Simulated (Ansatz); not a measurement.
**H₇OPSi₂: up Jacob's ladder to CCSD(T)**

One table from this session's results is given with a row withheld; the runs are named, their logs left out.

Program: Ansatz 0.2.0, Gaussian basis. Level of theory: functionals in def2-TZVPP, the program's frozen cores in correlated methods. These are calculated values, not measurements.

Levels to be run: PBE-D4, r2SCAN-D4, PBE0-D4, B3LYP-D4, ωB97X-V, ωB97M-V, B2PLYP; CCSD(T)/def2-TZVPP; MP2/def2-QZVPP; extrapolation to the limit.

## The relaxed structure

All runs share one geometry, relaxed beforehand with PBE0-D4 in a triple-zeta def2 set.

11 atoms, charge 0, spin multiplicity 1.

Atoms are counted from 1 here; the program's logs count them from 0.

Bond lengths: O1–P2 1.679 Å, O1–H5 0.961 Å, P2–Si3 2.255 Å, P2–Si4 2.256 Å, Si3–H6 1.486 Å, Si3–H7 1.488 Å, Si3–H8 1.487 Å, Si4–H9 1.487 Å, Si4–H10 1.486 Å, Si4–H11 1.488 Å. Angles: P2–O1–H5 109.0°, O1–P2–Si3 99.8°, O1–P2–Si4 99.8°, Si3–P2–Si4 96.1°, P2–Si3–H6 109.0°, P2–Si3–H7 106.7°, P2–Si3–H8 112.9°, H6–Si3–H7 109.4°, H6–Si3–H8 109.1°, H7–Si3–H8 109.7°, P2–Si4–H9 113.0°, P2–Si4–H10 108.9°, P2–Si4–H11 106.7°, H9–Si4–H10 109.1°, H9–Si4–H11 109.7°, H10–Si4–H11 109.4°.

The first run:

Input file in.yaml:

```yaml
crystal:
  periodic: [false, false, false]
  atoms:
    - {symbol: O, position_ang: [-0.449349, 1.961422, -0.262116]}
    - {symbol: P, position_ang: [0.755780, 0.794610, -0.327401]}
    - {symbol: Si, position_ang: [0.452293, -0.181020, 1.683330]}
    - {symbol: Si, position_ang: [-0.309507, -0.790906, -1.527057]}
    - {symbol: H, position_ang: [-0.076971, 2.809718, -0.516155]}
    - {symbol: H, position_ang: [0.934160, 0.740433, 2.745497]}
    - {symbol: H, position_ang: [1.280317, -1.417306, 1.688069]}
    - {symbol: H, position_ang: [-0.968958, -0.529015, 1.949576]}
    - {symbol: H, position_ang: [-1.664203, -1.106800, -1.000485]}
    - {symbol: H, position_ang: [-0.431205, -0.328953, -2.934673]}
    - {symbol: H, position_ang: [0.543242, -2.009282, -1.477986]}
basis:
  gaussian: {orbitals: def2-TZVPP}
hamiltonian: {xc: pbe, dispersion: d4}
output: {forces: true, orbitals: {seedname: orbitals}}
```

Run with:

```
$ ansatz run in.yaml --threads 4 --pin off --events-out ev --progress --plain --max-ram 10444MiB
```

Steps of the session up to this table: PBE-D4 (GGA); r2SCAN-D4 (meta-GGA); PBE0-D4 (hybrid); B3LYP-D4 (hybrid); ωB97X-V (range-separated); ωB97M-V (range-separated); B2PLYP (double hybrid); CCSD(T) in def2-TZVPP; MP2 in def2-QZVPP.

One of the session's tables, all rows but one given; the rest of the session is left out.

| method | atomisation energy (kcal/mol) |
| --- | --- |
| PBE-D4 | 782.2 |
| r2SCAN-D4 | 782.1 |
| PBE0-D4 | 772.9 |
| B3LYP-D4 | 784.3 |
| ωB97X-V | 793.0 |
| ωB97M-V | ? |
| B2PLYP | 769.7 |
| HF/def2-TZVPP | 559.2 |
| MP2/def2-TZVPP | 755.7 |
| CCSD/def2-TZVPP | 748.8 |
| CCSD(T)/def2-TZVPP | 758.7 |
| MP2/CBS | 781.3 |
| CCSD(T)/CBS | 784.3 |

Q: Estimate the row for ωB97M-V from the others.

As computed: atomisation energy (kcal/mol): 787.0. In the column «atomisation energy (kcal/mol)» it lies between CCSD(T)/CBS (784.3) and ωB97X-V (793.0).

Among the levels timed on like hardware and quicker than the yardstick, those that no quicker one beats, quickest first: PBE-D4 (2.3 s, -2.1 kcal/mol); B3LYP-D4 (4.3 s, 0.0 kcal/mol).

B2PLYP carry no dispersion term (for B3LYP, D4 adds 10.7 kcal/mol).

Limits of these values: Free atoms (1 O, 1 P, 2 Si, 7 H) were run apart at each level; the atomisation energy is their sum less the molecule, without zero-point or spin-orbit terms.
